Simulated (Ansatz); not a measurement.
# PtSe (Fm-3m) in Ansatz: further runs, part 2 of 2

Ansatz 0.2.0. Earlier steps stand in the parts before.

**3. Relaxation of cell and atoms, PBE+U**

input.yaml

```yaml
crystal:
  lattice:
    - [0.0, 2.79841113, 2.79841113]
    - [2.79841113, 0.0, 2.79841113]
    - [2.79841113, 2.79841113, 0.0]
  atoms:
    - { symbol: Pt, position: [0.5, 0.5, 0.5] }
    - { symbol: Se, position: [0.0, 0.0, 0.0] }
hamiltonian:
  xc: pbe
  pseudopotentials: { kind: paw }
  hubbard: { sites: [{ species: Pt, l: d, u_eff: 1.0 }] }
kpoints:
  mp_grid: { grid: [8, 8, 8] }
scf:
  occupations: { method: fermi_dirac, width: 0.05 }
output:
  forces: true
  stress: true
  eigenvalues: true
  write_density: true
  write_potential: true
  elf: true
  volumetric_format: npy
relax:
  f_tol: 0.01
  max_steps: 40
  cell: { stress_tol: 0.05 }
```

Potentials or basis: Ansatz PAW.

On the command line:

```console
$ ansatz run input.yaml --threads 2 --pin off --max-ram 5632MiB --backend cpu --events-out ev --progress --plain --runs-dir out
```

What it wrote:

```text
Warning: RAYON_NUM_THREADS=2 ignored (pool sized by the plan → 2); use --threads N
Pt: projections on atomic orbitals take those of the free atom [Kr 4d10 4f14] 5s2 5p6 5d9 6s1, of charge +0.00 (hamiltonian.pseudopotentials.projection_atoms); the dataset's partial waves leave at most 9.1e-5 of an orbital's norm unspanned inside its sphere
Se: projections on atomic orbitals take those of the free atom [Ar] 3d10 4s2 4p4, of charge +0.00 (hamiltonian.pseudopotentials.projection_atoms); the dataset's partial waves leave at most 2.3e-6 of an orbital's norm unspanned inside its sphere
Engine: ansatz 0.2.0, x86_64-unknown-linux-gnu
Pseudopotentials: kind: paw
Pseudopotential: Pt, paw, valence charge 18, recommended cutoff 420 eV (normal), Pt.paw.azcp
Pseudopotential: Se, paw, valence charge 16, recommended cutoff 420 eV (normal), Se.paw.azcp
Functional definition: PBE
  parameter kappa = 0.804
  parameter beta = 0.06672455060314922
  exchange = pbe_x(kappa = kappa, mu = beta*pi^2/3)
  correlation = pbe_c(beta = beta)
Crystal: 2 atoms, lattice volume = 43.829 Å³
Basis set: ecut = 420 eV, 869 PW (Γ), exchange–correlation on 54×54×54 points (8 copies of the dense FFT grid, shifted against one another)
Bands: 21, of which v1, the nominal top of the filled ones, is band 17 counted from 1 (16 counted from 0)
Symmetry: 48 space group operations
Space group: Fm-3m (ITA 225), of the structure as read, at distance tolerance 3.5e-5 Å
k-points: 29 of 512
Non-local potential: Pt, projectors of the file, l = 0: 3, l = 1: 2, l = 2: 2, l = 3: 1
Non-local potential: Se, projectors of the file, l = 0: 2, l = 1: 2, l = 2: 3, l = 3: 1
PAW form: soft (Blöchl's): semilocal exchange-correlation on the pseudo side does not see the compensation charge
PAW one-centre angular grid: Pt, 590 points (default); XC on 64 Gauss nodes
PAW one-centre angular grid: Se, 590 points (default); XC on 64 Gauss nodes
Initial density: superposition of atomic densities (chi_scale 0.1, normalization cell, long waves kept (reshape's long-wave potential 0.00 eV rms))
Initial wavefunctions: pseudopotential atomic-orbital guess
Functional: x = pbe(κ = 0.804, μ = 0.2195149727645171), c = pbe(β = 0.06672455060314922)
iter 1 solved again at ethr=1.61e-3 eV; its pass at ethr=3.10e-3 eV (dr2=5.46e-1 eV) is discarded
SCF iter   1: F=—  HF=-17991.467447 eV  |F-HF|=—  |Δ(HF+E_count)|=         —  Δρ=3.83e-2  dr2=5.47e-1  ethr=1.61e-3  ⟨swp⟩=1.0  Hψ=3370  notcnv=0
preconditioner: auto → Kerker (q_TF=auto, 2.615 Å⁻¹)  [metal: Δε(μ)=0.038 eV  Ē_g=8.893 eV  σ=0.050 eV  W_gap=0.19  n_scr=14 (ndim 8)  ℏωp=22.4 eV  f_vac=0.004  D(μ)=1.71/eV (n_scr^D=14)]
SCF iter   2: F=—  HF=-17991.393256 eV  |F-HF|=—  |Δ(HF+E_count)|=   7.42e-2  Δρ=2.29e-2  dr2=1.37e-1  ethr=1.61e-3  ⟨swp⟩=2.0  Hψ=735  notcnv=0
SCF iter   3: F=—  HF=-17991.370285 eV  |F-HF|=—  |Δ(HF+E_count)|=   2.30e-2  Δρ=5.75e-3  dr2=1.48e-2  ethr=4.04e-4  ⟨swp⟩=2.6  Hψ=1139  notcnv=0
SCF iter   4: F=—  HF=-17991.364741 eV  |F-HF|=—  |Δ(HF+E_count)|=   5.54e-3  Δρ=1.42e-3  dr2=3.71e-4  ethr=4.36e-5  ⟨swp⟩=2.0  Hψ=1118  notcnv=0
[... 65 lines left out ...]
Harris-Foulkes:  -17991.732624 eV  (|F-HF|=3.64e-12)
Internal energy: -17991.726587 eV  (E = F + TS)
E sigma→0 (E₀):  -17991.729606 eV
Entropy (-TS):   -0.006037 eV (-3.018 meV/atom)
Fermi energy:    15.535740 eV
--- Per-component energies (eV) ---
  E_band       = -544.282593
  E_kinetic    = 757.473024
  E_local      = -3866.015602  (includes V_loc(G=0)·N_el)
  E_nonlocal   = -391.594122
  E_hartree    = 1717.267249
  E_xc         = -365.470987
  E_vxc        = -400.416208  (∫ρ·V_xc dr)
  E_hubbard    = 0.400975  (on-site DFT+U / exact-exchange correction)
  E_vhub       = -3.694469  (the Hubbard potential's part of the band-sum identity)
  E_paw        = -11368.237463  (= ΣΔE_a)
  E_vpaw       = -74.569280  (= ΣTr[D̂ρ^β])
  E_aug_tail   = -0.000438  (compensation charges beyond the density's cutoff)
  E_ewald      = -4475.549224
  E_smearing   = -0.006037  (= −TS)
  E_closure    = 0.000000  (closes the sum)
  Σ components = -17991.732624   (vs F -17991.732624, Δ=0.00e0)
--- Forces (eV/Å), atoms counted from 1 ---
  atom   1  Pt    -0.00000000     0.00000000    -0.00000000
  atom   2  Se     0.00000000    -0.00000000    -0.00000000
  max |Σ_I F_I| component: 1.86e-28 eV/Å
--- Stress (GPa, compression-positive) ---
        0.009986       0.000000       0.000000
        0.000000       0.009986      -0.000000
        0.000000      -0.000000       0.009986
  P = ⅓ Tr σ = 0.0100 GPa (0.100 kbar)
--- Band table (eV; the first three rows and the last of 29) ---
  k-point 0: bands = ["-82.2812", "-36.5513", "-36.5513", "-36.5513", "-33.1787", "-33.1787", "-33.1769", "-33.1769", "-33.1769", "0.3328", "12.0248", "12.0248", "12.0248", "12.2474", "12.2474", "14.0977", "14.0977", "14.0977", "16.9068", "25.3859", "27.0813"]
  k-point 1: bands = ["-82.2811", "-36.5533", "-36.5519", "-36.5519", "-33.1782", "-33.1782", "-33.1768", "-33.1768", "-33.1768", "0.5105", "11.4916", "11.5833", "11.5833", "12.1873", "12.1873", "13.3838", "14.9421", "14.9421", "18.2573", "24.5001", "26.2740"]
  k-point 2: bands = ["-82.2811", "-36.5581", "-36.5532", "-36.5532", "-33.1772", "-33.1772", "-33.1766", "-33.1766", "-33.1766", "0.9943", "9.9243", "10.7454", "10.7454", "12.5124", "12.5124", "13.2005", "16.3758", "16.3758", "19.8678", "23.0654", "24.3538"]
  k-point 28: bands = ["-82.2808", "-36.5600", "-36.5600", "-36.5578", "-33.1785", "-33.1764", "-33.1764", "-33.1764", "-33.1758", "1.8618", "9.8194", "10.1923", "10.1923", "13.3743", "13.4485", "13.4485", "13.7730", "14.0064", "20.6017", "23.3054", "24.2232"]
Occupation matrices written to <dir>
--- Relaxed structure (5 steps of the walk, 5 accepted, 1 SCFs on fresh bases) ---
  F+E_penalty+E_count = -17991.73262386 eV   max|allowed force component| = 9.230e-29 eV/Å   (the final SCF, on the basis selected at the relaxed cell)
  cell:  # Å, volume = 36.9597 Å³
    - [3.6782216862465055e-34, 2.643825418522848, 2.643825418522848]
    - [2.643825418522848, -2.4362247532282035e-34, 2.643825418522848]
    - [2.643825418522848, 2.643825418522848, -9.935975464146399e-34]
  atoms:
    - { symbol: Pt, position: [0.5000000000000001, 0.5000000000000001, 0.5000000000000001] }
    - { symbol: Se, position: [1.6517343777609753e-33, -1.559971356774384e-33, -1.927023440721099e-33] }
```

v_z.tsv:

```text
# z_ang	v_es[eV]	v_tot[eV]
# format = ansatz-planar-average/11
# xc	pbe
# density_cutoff_ev	1680
# datasets	Pt=:simpson_from_first_knot:soft	Se=:simpson_from_first_knot:soft
# lattice	0.000000000	2.643825419	2.643825419
# lattice	2.643825419	-0.000000000	2.643825419
# lattice	2.643825419	2.643825419	-0.000000000
# sites	2
# site	78	2.643825419	2.643825419	2.643825419
# site	34	-0.000000000	-0.000000000	0.000000000
0.000000	1.186451e1	4.292009e-1
0.149557	1.184076e1	4.422101e-1
0.299115	1.177044e1	4.712851e-1
0.448672	1.164344e1	4.670175e-1
0.598229	1.145403e1	3.552033e-1
0.747787	1.112241e1	-1.294479e-2
[... 17 lines left out ...]
3.439819	1.177044e1	4.712851e-1
3.589376	1.184076e1	4.422101e-1
```

It took 6.2 s on 2 threads of Intel Xeon Platinum 8488C (Sapphire Rapids), shared host; peak memory 0.42 GiB.

What came out:

| Item | Value |
| --- | --- |
| Free energy | -17991.7326 eV |
| Relaxed volume | 18.48 Å³/atom |
| Relaxed cell | a = 3.739 Å, b = 3.739 Å, c = 3.739 Å, α = 60.00°, β = 60.00°, γ = 60.00° |
| Space group after relaxing (to 0.05 Å) | Fm-3m (No. 225) |
| Energy gained by relaxing | 183.9 meV/atom |
| Ionic steps | 6 |
| Pressure after relaxing | 0.0 GPa |
| Band gap on the k mesh | none (metal or under the smearing width) |

Step by step:
```csv
step,energy change (eV),largest force (eV/Å),volume (Å³)
1,0.0000,0.0000,43.83
2,-0.3633,0.0000,37.73
3,-0.3685,0.0000,36.62
4,-0.3697,0.0000,36.97
5,-0.3697,0.0000,36.96
6,-0.3679,0.0000,36.96
```

Final structure:
```cif
data_structure
_symmetry_space_group_name_H-M 'P 1'
_symmetry_Int_Tables_number 1
_cell_length_a 3.7389
_cell_length_b 3.7389
_cell_length_c 3.7389
_cell_angle_alpha 60.000
_cell_angle_beta 60.000
_cell_angle_gamma 60.000
_cell_volume 36.96
loop_
_atom_site_label
_atom_site_type_symbol
_atom_site_fract_x
_atom_site_fract_y
_atom_site_fract_z
_atom_site_occupancy
Pt1 Pt 0.50000 0.50000 0.50000 1
Se1 Se 0.00000 0.00000 0.00000 1
```

Levels at points of the mesh, in eV from the Fermi level:
| k point | band 14 | band 15 | band 16 | band 17 | band 18 | band 19 | band 20 | band 21 |
| --- | --- | --- | --- | --- | --- | --- | --- | --- |
| (0.00, 0.00, 0.00) | -3.29 | -3.29 | -1.44 | -1.44 | -1.44 | 1.37 | 9.85 | 11.55 |
| (0.00, 0.00, -0.50) | -2.48 | -2.48 | -1.95 | 2.84 | 2.84 | 3.33 | 6.29 | 6.29 |
| (0.00, -0.50, -0.50) | -3.13 | -2.80 | -2.16 | -2.16 | -1.32 | 0.11 | 8.54 | 11.47 |

Eigenvalues of the final occupation matrices:
| site | spin | trace | eigenvalues |
| --- | --- | --- | --- |
| site 1 | 1 | 4.50 | 0.77 0.77 0.98 0.98 0.98 |

Caveat: the volume moved by over 15 % at a fixed basis, so the end points are rough; the plane-wave basis is chosen anew once the cell has moved, so the energies of steps on either side of that aren't comparable; U without spin polarisation on a metal has little footing. Spin-orbit coupling is left out, which matters for the levels of Pt.

**4. Relaxation of cell and atoms, PBE+U**

Changes to input.yaml since step 3:

```diff
@@ -11,3 +11,3 @@
   pseudopotentials: { kind: paw }
-  hubbard: { sites: [{ species: Pt, l: d, u_eff: 1.0 }] }
+  hubbard: { sites: [{ species: Pt, l: d, u_eff: 2.0 }] }
 kpoints:
```

On the command line:

```console
$ ansatz run input.yaml --threads 2 --pin off --max-ram 5632MiB --backend cpu --events-out ev --progress --plain --runs-dir out
```

It took 5.2 s on 2 threads of Intel Xeon Platinum 8488C (Sapphire Rapids), shared host; peak memory 0.42 GiB.

It converged, with:

| Property | Result |
| --- | --- |
| Free energy | -17991.3373 eV |
| Relaxed volume | 18.50 Å³/atom |
| Relaxed cell | a = 3.741 Å, b = 3.741 Å, c = 3.741 Å, α = 60.00°, β = 60.00°, γ = 60.00° |
| Space group after relaxing (to 0.05 Å) | Fm-3m (No. 225) |
| Energy gained by relaxing | 181.3 meV/atom |
| Ionic steps | 5 |
| Pressure after relaxing | 0.0 GPa |
| Band gap on the k mesh | none (metal or under the smearing width) |

Step by step:
| step | energy change (eV) | largest force (eV/Å) | volume (Å³) |
| --- | --- | --- | --- |
| 1 | 0.0000 | 0.0000 | 43.83 |
| 2 | -0.3585 | 0.0000 | 37.73 |
| 3 | -0.3632 | 0.0000 | 36.67 |
| 4 | -0.3643 | 0.0000 | 37.01 |
| 5 | -0.3625 | 0.0000 | 37.01 |

Final structure:
```
CELL_PARAMETERS angstrom
0.00000 2.64494 2.64494
2.64494 0.00000 2.64494
2.64494 2.64494 0.00000
ATOMIC_POSITIONS crystal
Pt 0.50000 0.50000 0.50000
Se 0.00000 0.00000 0.00000
```

Levels at points of the mesh, in eV from the Fermi level:
| k point | band 14 | band 15 | band 16 | band 17 | band 18 | band 19 | band 20 | band 21 |
| --- | --- | --- | --- | --- | --- | --- | --- | --- |
| (0.00, 0.00, 0.00) | -3.39 | -3.39 | -1.37 | -1.37 | -1.37 | 1.46 | 9.95 | 11.65 |
| (0.00, 0.00, -0.50) | -2.75 | -2.75 | -2.16 | 2.85 | 2.85 | 3.42 | 6.40 | 6.40 |
| (0.00, -0.50, -0.50) | -3.05 | -2.90 | -2.45 | -2.45 | -1.34 | 0.20 | 8.66 | 11.55 |

Eigenvalues of the final occupation matrices:
```csv
site,spin,trace,eigenvalues
site 1,1,4.51,0.78 0.78 0.98 0.98 0.98
```

Caveat: the volume moved by over 15 % at a fixed basis, so the end points are rough; the plane-wave basis is chosen anew once the cell has moved, so the energies of steps on either side of that aren't comparable; U without spin polarisation on a metal has little footing. The run has no spin-orbit coupling, so splittings on Pt are missing.

**5. Relaxation of cell and atoms, PBE+U**

Changes to input.yaml since step 4:

```diff
@@ -11,3 +11,3 @@
   pseudopotentials: { kind: paw }
-  hubbard: { sites: [{ species: Pt, l: d, u_eff: 2.0 }] }
+  hubbard: { sites: [{ species: Pt, l: d, u_eff: 3.0 }] }
 kpoints:
```

On the command line:

```console
$ ansatz run input.yaml --threads 2 --pin off --max-ram 5632MiB --backend cpu --events-out ev --progress --plain --runs-dir out
```

Wall time 5.7 s (2 threads of Intel Xeon Platinum 8488C (Sapphire Rapids), shared host); peak memory 0.42 GiB.

It converged, with:

```
Free energy                            : -17990.9529 eV
Relaxed volume                         : 18.53 Å³/atom
Relaxed cell                           : a = 3.742 Å, b = 3.742 Å, c = 3.742 Å, α = 60.00°, β = 60.00°, γ = 60.00°
Space group after relaxing (to 0.05 Å) : Fm-3m (No. 225)
Energy gained by relaxing              : 177.9 meV/atom
Ionic steps                            : 5
Pressure after relaxing                : 0.0 GPa
Band gap on the k mesh                 : none (metal or under the smearing width)
```

The path:
```
step  energy change (eV)  largest force (eV/Å)  volume (Å³)
   1              0.0000                0.0000        43.83
   2             -0.3523                0.0000        37.73
   3             -0.3565                0.0000        36.74
   4             -0.3574                0.0000        37.05
   5             -0.3557                0.0000        37.05
```

Final structure:
```
CELL_PARAMETERS angstrom
0.00000 2.64598 2.64598
2.64598 0.00000 2.64598
2.64598 2.64598 0.00000
ATOMIC_POSITIONS crystal
Pt 0.50000 0.50000 0.50000
Se 0.00000 0.00000 0.00000
```

Levels at points of the mesh, in eV from the Fermi level:
```csv
k point,band 14,band 15,band 16,band 17,band 18,band 19,band 20,band 21
"(0.00, 0.00, 0.00)",-3.49,-3.49,-1.29,-1.29,-1.29,1.56,10.05,11.75
"(0.00, 0.00, -0.50)",-3.02,-3.02,-2.36,2.86,2.86,3.52,6.51,6.51
"(0.00, -0.50, -0.50)",-2.96,-2.96,-2.74,-2.74,-1.38,0.30,8.78,11.62
```

Eigenvalues of the final occupation matrices:
```tsv
site	spin	trace	eigenvalues
site 1	1	4.53	0.79 0.79 0.99 0.99 0.99
```

Caveat: the volume moved by over 15 % at a fixed basis, so the end points are rough; the plane-wave basis is chosen anew once the cell has moved, so the energies of steps on either side of that aren't comparable; U without spin polarisation on a metal has little footing. The run has no spin-orbit coupling, so splittings on Pt are missing.

**6. Overview**

| level | U | hubbard projectors | double counting | gap on the mesh (eV) | pressure (GPa) | relaxed volume (Å³/atom) |
| --- | --- | --- | --- | --- | --- | --- |
| PBE | - | - | - | none | 0.0 | 18.47 |
| PBE+U | Pt d U = 1 eV | ortho-atomic (the default) | fll (the default) | none | 0.0 | 18.48 |
| PBE+U | Pt d U = 2 eV | ortho-atomic (the default) | fll (the default) | none | 0.0 | 18.50 |
| PBE+U | Pt d U = 3 eV | ortho-atomic (the default) | fll (the default) | none | 0.0 | 18.53 |

Alike in all rows: task relaxation of cell and atoms; potentials or basis Ansatz PAW; no spin polarisation; cell relaxed; k mesh 8 × 8 × 8; cutoff (eV) 420; smearing fermi-dirac 0.05 eV.

Caveats: the volume moved by over 15 % at a fixed basis, so the end points are rough; the plane-wave basis is chosen anew once the cell has moved, so the energies of steps on either side of that aren't comparable; U without spin polarisation on a metal has little footing (some runs).

Total energies depend on the potentials used, so only differences within one code and one set of settings carry meaning.
